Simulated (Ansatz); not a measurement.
# Zn3Se2S: the cost of one run

Computed with Ansatz 0.2.0 (DFT PBE, scalar-relativistic, plane waves, PAW, unless a step's input says otherwise).

1 further run of the same task is left out (it didn't finish). Runs told in other sessions of the task aren't counted.

## Step 1: The starting structure

It takes space group P6_3mc (No. 186, hexagonal). Conventional cell: a = 3.984 Å, b = 3.984 Å, c = 19.555 Å, α = 90.00°, β = 90.00°, γ = 120.00°. Zn (site symmetry 3m) is surrounded by 4 Se at 2.46 to 2.48 Å. Zn (site symmetry 3m) is surrounded by 1 S at 2.36 Å and 3 Se at 2.46 Å. Around Zn (site symmetry 3m) lie 3 S at 2.41 Å and 1 Se at 2.48 Å. Se (site symmetry 3m) is surrounded by 4 Zn at 2.46 to 2.48 Å. S (site symmetry 3m) is surrounded by 4 Zn at 2.36 to 2.41 Å.

Structure file:

```
CELL_PARAMETERS angstrom
3.98384 0.00000 0.00000
-1.99192 3.45011 0.00000
0.00000 0.00000 19.55538
ATOMIC_POSITIONS crystal
Zn 0.00000 0.00000 0.00012
Zn 0.00000 0.00000 0.50012
Zn 0.33333 0.66667 0.17159
Zn 0.66667 0.33333 0.67159
Zn 0.66667 0.33333 0.32862
Zn 0.33333 0.66667 0.82862
Se 0.00000 0.00000 0.12693
Se 0.00000 0.00000 0.62693
Se 0.66667 0.33333 0.45562
Se 0.33333 0.66667 0.95562
S 0.33333 0.66667 0.29213
S 0.66667 0.33333 0.79213
```

The cell was relaxed beforehand at this level, from a generated guess; it is a trial structure. At a tolerance of 0.02 Å it has space group P6_3mc (No. 186); it has 22.40 Å³/atom, an uncorrected energy of -0.74 eV/atom over the elements.

## Step 2: Bands, states and charges

input.yaml reads:

```yaml
crystal:
  lattice:
    - [3.9838385814, 0.0, 0.0]
    - [-1.9919192907, 3.4501054161, 0.0]
    - [0.0, 0.0, 19.5553813]
  atoms:
    - { symbol: Zn, position: [0.0, 0.0, 0.00012] }
    - { symbol: Zn, position: [0.0, 0.0, 0.50012] }
    - { symbol: Zn, position: [0.3333333333, 0.6666666667, 0.171586] }
    - { symbol: Zn, position: [0.6666666667, 0.3333333333, 0.671586] }
    - { symbol: Zn, position: [0.6666666667, 0.3333333333, 0.328619] }
    - { symbol: Zn, position: [0.3333333333, 0.6666666667, 0.828619] }
    - { symbol: Se, position: [0.0, 0.0, 0.126931] }
    - { symbol: Se, position: [0.0, 0.0, 0.626931] }
    - { symbol: Se, position: [0.6666666667, 0.3333333333, 0.455615] }
    - { symbol: Se, position: [0.3333333333, 0.6666666667, 0.955615] }
    - { symbol: S, position: [0.3333333333, 0.6666666667, 0.292128] }
    - { symbol: S, position: [0.6666666667, 0.3333333333, 0.792128] }
basis:
  ecutwfc: 420
kpoints:
  mp_grid: { grid: [12, 12, 2] }
  band_path:
    path:
      - [[0.0, 0.0, 0.0], [0.5, 0.0, 0.0], [0.33333333, 0.33333333, 0.0], [0.0, 0.0, 0.0], [0.0, 0.0, 0.5], [0.5, 0.0, 0.5], [0.33333333, 0.33333333, 0.5], [0.0, 0.0, 0.5]]
      - [[0.5, 0.0, 0.5], [0.5, 0.0, 0.0]]
      - [[0.33333333, 0.33333333, 0.5], [0.33333333, 0.33333333, 0.0]]
    npoints: 10
hamiltonian:
  xc: pbe
scf:
  occupations: { method: gaussian, width: 0.02 }
  n_extra_bands: 30
output:
  forces: true
  stress: true
  eigenvalues: true
  populations: true
  dos: { projected: true, de: 0.02, nscf_kmesh: { grid: [18, 18, 3] } }
  bader: false
  write_density: true
  write_potential: true
  elf: true
  volumetric_format: npy
```

On the command line:

```console
ansatz run input.yaml --threads 4 --pin off --max-ram 8192MiB --backend cpu --events-out ev --progress --plain --runs-dir out
```

Q: Estimate wall time and peak memory on 4 threads of Arm Neoverse V2, shared host.

About 2.2 min, with a peak of 2.1 GiB.
